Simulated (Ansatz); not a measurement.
# Mo2: the cost of one run

Method: unrestricted cation, the program's frozen cores in correlated methods; program: Ansatz 0.2.0, Gaussian basis.

The runs, in order: UKS PBE-D4/def2-TZVPP; UKS r2SCAN-D4/def2-TZVPP; UKS PBE0-D4/def2-TZVPP; UKS B3LYP-D4/def2-TZVPP; UKS wB97X-V/def2-TZVPP; UKS wB97M-V/def2-TZVPP; UKS B2PLYP/def2-TZVPP; UHF-CCSD(T)/def2-TZVPP; UHF-CCSD(T)/def2-QZVPP; extrapolation to the limit; then −ε(HOMO) from the neutral's earlier runs with LDA (SPW92), PBE-D4, revPBE-D4, BLYP-D4, r2SCAN-D4, B97M-V, PBE0-D4, B3LYP-D4, r2SCANh-D4, r2SCAN0-D4, HSE06-D4, BHLYP-D4, CAM-B3LYP-D4, LC-ωPBE, ωB97X-V, ωB97M-V.

**1. Structure used throughout**

All runs share one geometry, relaxed beforehand with PBE0-D4 in a triple-zeta def2 set. Mo takes the def2 core potential; no spin-orbit term is included.

2 atoms, charge 0, spin multiplicity 1.

Atoms are counted from 1 here; the program's logs count them from 0.

Bond lengths: Mo1–Mo2 1.887 Å.

**2. Cation, UKS PBE-D4/def2-TZVPP**

File in.yaml:

```yaml
crystal:
  periodic: [false, false, false]
  atoms:
    - {symbol: Mo, position_ang: [0.804651, -0.270554, 0.411918]}
    - {symbol: Mo, position_ang: [-0.804651, 0.270554, -0.411918]}
basis:
  gaussian: {orbitals: def2-TZVPP}
total_charge: 1
magnetization: {spin_polarized: true, initial_magnetization: 1}
hamiltonian: {xc: pbe, dispersion: d4}
```

Launch:

```
ansatz run in.yaml --threads 2 --pin off --events-out ev --progress --plain --max-ram 32768MiB --backend cpu
```

**Question.** How long does this run take on 2 threads of AMD EPYC 7R13, shared host, and how much memory does it need?

About 27 s, with a peak of 0.3 GiB.
